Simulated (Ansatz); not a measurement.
The system is BPd4.

```
Pd B
1.0
     2.89203    0.00000    0.00000
     0.00000    4.36501    0.00000
     0.00000    0.00000    5.85632
Pd B
4 1
Direct
  0.50000 0.00000 0.19758
  0.00000 0.00000 0.61947
  0.00000 0.50000 0.32916
  0.50000 0.50000 0.86756
  0.50000 0.00000 0.86323
```

The cell comes from a database or a generator and needn't be the stable form of this composition.

Base run:

* Program: Ansatz 0.2.0
* Functional: r2SCAN
* Potentials or basis: Ansatz PAW
* Cutoff: 500 eV
* Density cutoff: 2000 eV
* k mesh: 7 × 5 × 4
* Occupations: fermi-dirac, width 0.05 eV
* Spin: no spin polarisation

Its results: band gap on the k mesh none (metal or under the smearing width); pressure -4.6 GPa; largest force 0.322 eV/Å.

Problem. The run is repeated on the same cell with these changes: functional from r2SCAN to PBE; cutoff from 500 eV to 420 eV; density cutoff from 2000 eV to 1680 eV. What comes out?

Solution. Band gap on the k mesh none (metal or under the smearing width); pressure -1.2 GPa; largest force 0.263 eV/Å.

Caveats: the PAW data sets come from PBE, with cores solved anew for the run's functional, which leaves a small shift of forces and pressure (some runs).

Not every run made on this cell is shown here.
